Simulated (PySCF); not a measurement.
**A gas-phase reaction: BBrCl2 + ClH → BCl3 + BrH**

Wanted: the reaction energy for `ClB(Cl)Br` + `Cl` → `ClB(Cl)Cl` + `Br`.

Programs: PySCF 2.14.0. All values are calculated, for the isolated system unless a continuum is named. Atoms count from 0, parts from 1.

### Step 1. Starting point

Each species was relaxed by itself at PBE0-D3(BJ)/def2-SVPD.

### Step 2. Reaction energy: wB97M-D3(BJ)/def2-TZVPD

The job: settings as JSON, then the geometry in Å.

```
{"job": {"kind": "react", "xc": "wB97M-D3(BJ)", "basis": "def2-TZVPD"}, "charge": 0, "multiplicity": 1}
-1 BBrCl2 charge 0 multiplicity 1
Cl    -0.155820     1.610710    -0.683370
B     -0.033510     0.005380    -0.013620
Cl    -1.333900    -1.131910    -0.250680
Br     1.511830    -0.504230     0.966710

-1 ClH charge 0 multiplicity 1
Cl     0.644690     0.002820     0.006390
H     -0.643460    -0.001040    -0.006090

+1 BCl3 charge 0 multiplicity 1
Cl    -0.892580    -1.400260     0.635900
B     -0.045640    -0.014870    -0.000320
Cl     0.246280     0.117440    -1.714470
Cl     0.511510     1.237130     1.078190

+1 BrH charge 0 multiplicity 1
Br     0.715080     0.003460     0.006130
H     -0.708610    -0.000420    -0.006410
```

Method: wB97M-D3(BJ)/def2-TZVPD reaction energy of separated species, gas phase.

Started as:

```sh
$ OMP_NUM_THREADS=1 python cluster_run.py task.json out
```

This one command runs all jobs of the session in turn.

**Question.** The jobs that follow are: PBE0-D3(BJ)/def2-TZVPD reaction energy of separated species, gas phase; MP2/def2-TZVPD reaction energy of separated species, gas phase. Predict: reaction energy (wB97M-D3(BJ)/def2-TZVPD); ΔH, ΔG at 298 K (xTB thermal terms). Thermal terms come from harmonic xTB runs on each species.

The runs gave:

| quantity | value |
| --- | --- |
| reaction energy (wB97M-D3(BJ)/def2-TZVPD) | -3.03 kcal/mol |
| ΔH, ΔG at 298 K (xTB thermal terms) | -3.2, -2.6 kcal/mol |
| range of the reaction energy over the runs of this table | -3.03 to -1.20 kcal/mol |

**Reading.** The reaction is exothermic by 3.2 kcal/mol in the gas phase; dispersion gives +0.00, and xTB itself gave 0.79 for the electronic energy (xTB energies and thermal terms come from the earlier relaxation of each species, not shown). No barrier was sought. The reaction energy runs from -3.03 (wB97M-D3(BJ)/def2-TZVPD) to -1.20 kcal/mol (MP2/def2-TZVPD).
